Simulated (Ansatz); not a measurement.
**C₃H₆FIn: up Jacob's ladder to CCSD(T)**

The task here is to estimate one member of a computed series from the others.

Method: functionals in def2-TZVPP, the program's frozen cores in correlated methods; program: Ansatz 0.2.0, Gaussian basis.

Plan: LDA (SPW92), PBE-D4, revPBE-D4, BLYP-D4, r2SCAN-D4, B97M-V, PBE0-D4, B3LYP-D4, r2SCANh-D4, r2SCAN0-D4, HSE06-D4, BHLYP-D4, CAM-B3LYP-D4, LC-ωPBE, ωB97X-V, ωB97M-V, B2PLYP, PBE-QIDH; CCSD(T)/def2-SVP; CCSD(T)/def2-TZVPP; MP2/def2-QZVPP; extrapolation to the limit; RPA on PBE.

1 further run of the same task is left out (for a known fault of the program). Runs told in other sessions of the task aren't counted.

### The relaxed structure

An earlier PBE0-D4 in a triple-zeta def2 set relaxation fixed the geometry. In takes the def2 core potential; no spin-orbit term is included.

SMILES `C=C(F)[CH2][InH2]`, 11 atoms, charge 0, spin multiplicity 1.

Atoms are counted from 1 here; the program's logs count them from 0.

Bond lengths: C1–C2 1.324 Å, C1–H6 1.081 Å, C1–H7 1.080 Å, C2–F3 1.362 Å, C2–C4 1.465 Å, C4–In5 2.190 Å, C4–H8 1.093 Å, C4–H9 1.091 Å, In5–H10 1.723 Å, In5–H11 1.726 Å. Angles: C2–C1–H6 120.9°, C2–C1–H7 119.9°, H6–C1–H7 119.2°, C1–C2–F3 118.2°, C1–C2–C4 130.6°, F3–C2–C4 111.2°, C2–C4–In5 108.8°, C2–C4–H8 111.0°, C2–C4–H9 110.9°, In5–C4–H8 107.1°, In5–C4–H9 110.2°, H8–C4–H9 108.8°, C4–In5–H10 117.9°, C4–In5–H11 118.8°, H10–In5–H11 123.4°.

Coordinates:

```xyz
11

C     0.34277    1.71088    1.02170
C     0.33376    0.40934    0.77910
F     1.47996   -0.29266    0.99639
C    -0.72195   -0.45380    0.24413
In   -0.01788   -1.35148   -1.62496
H     1.24044    2.20515    1.36682
H    -0.55538    2.29323    0.87463
H    -0.94267   -1.27460    0.93119
H    -1.63662    0.11383    0.06888
H     0.84447   -0.34616   -2.72729
H    -0.36689   -3.01375   -1.93058
```

The first run:

in.yaml reads:

```yaml
crystal:
  periodic: [false, false, false]
  atoms:
    - {symbol: C, position_ang: [0.342771, 1.710885, 1.021695]}
    - {symbol: C, position_ang: [0.333765, 0.409337, 0.779098]}
    - {symbol: F, position_ang: [1.479965, -0.292664, 0.996386]}
    - {symbol: C, position_ang: [-0.721953, -0.453795, 0.244129]}
    - {symbol: In, position_ang: [-0.017880, -1.351481, -1.624961]}
    - {symbol: H, position_ang: [1.240439, 2.205154, 1.366822]}
    - {symbol: H, position_ang: [-0.555378, 2.293233, 0.874634]}
    - {symbol: H, position_ang: [-0.942673, -1.274605, 0.931185]}
    - {symbol: H, position_ang: [-1.636622, 0.113831, 0.068884]}
    - {symbol: H, position_ang: [0.844470, -0.346157, -2.727289]}
    - {symbol: H, position_ang: [-0.366894, -3.013748, -1.930585]}
basis:
  gaussian: {orbitals: def2-TZVPP}
hamiltonian: {xc: lda}
output: {orbitals: {seedname: orbitals}}
```

Launch:

```bash
> ansatz run in.yaml --threads 4 --pin off --events-out ev --progress --plain --max-ram 10444MiB
```

Among the steps run: LDA; PBE-D4 (GGA); revPBE-D4 (GGA); BLYP-D4 (GGA); r2SCAN-D4 (meta-GGA); B97M-V (meta-GGA); PBE0-D4 (hybrid); B3LYP-D4 (hybrid); r2SCANh-D4 (hybrid); r2SCAN0-D4 (hybrid); HSE06-D4 (hybrid); BHLYP-D4 (hybrid); CAM-B3LYP-D4 (range-separated); LC-ωPBE (range-separated); ωB97X-V (range-separated); ωB97M-V (range-separated); B2PLYP (double hybrid); PBE-QIDH (double hybrid).

One of the session's tables, all rows but one given; the rest of the session is left out.

It belongs to the step «Orbital energies across the functionals». 

| functional | HOMO (eV) | LUMO (eV) | gap (eV) |
| --- | --- | --- | --- |
| LDA (SPW92) | -5.80 | -2.76 | 3.04 |
| PBE-D4 | -5.61 | -2.48 | 3.14 |
| revPBE-D4 | -5.54 | -2.35 | 3.20 |
| BLYP-D4 | -5.48 | -2.45 | 3.03 |
| r2SCAN-D4 | ? | ? | ? |
| B97M-V | -5.83 | -2.48 | 3.35 |
| PBE0-D4 | -6.69 | -1.72 | 4.97 |
| B3LYP-D4 | -6.51 | -2.02 | 4.49 |
| r2SCANh-D4 | -6.20 | -1.93 | 4.27 |
| r2SCAN0-D4 | -6.82 | -1.55 | 5.26 |
| HSE06-D4 | -6.30 | -2.08 | 4.22 |
| BHLYP-D4 | -7.65 | -1.08 | 6.57 |
| CAM-B3LYP-D4 | -7.98 | -0.93 | 7.05 |
| LC-ωPBE | -9.29 | 0.21 | 9.50 |
| ωB97X-V | -8.93 | 0.06 | 8.99 |
| ωB97M-V | -8.83 | -0.25 | 8.58 |

**Question.** Estimate the row for r2SCAN-D4.

Worked estimate for «HOMO (eV)». Against the share of exact exchange, r2SCANh-D4 (0.1, -6.20), r2SCAN0-D4 (0.25, -6.82) give a slope of -4.13 per unit share; at 0 the line stands at -5.79.

The run gave: HOMO (eV): -5.79; LUMO (eV): -2.19; gap (eV): 3.60. In «HOMO (eV)» the line misses by 0.00.
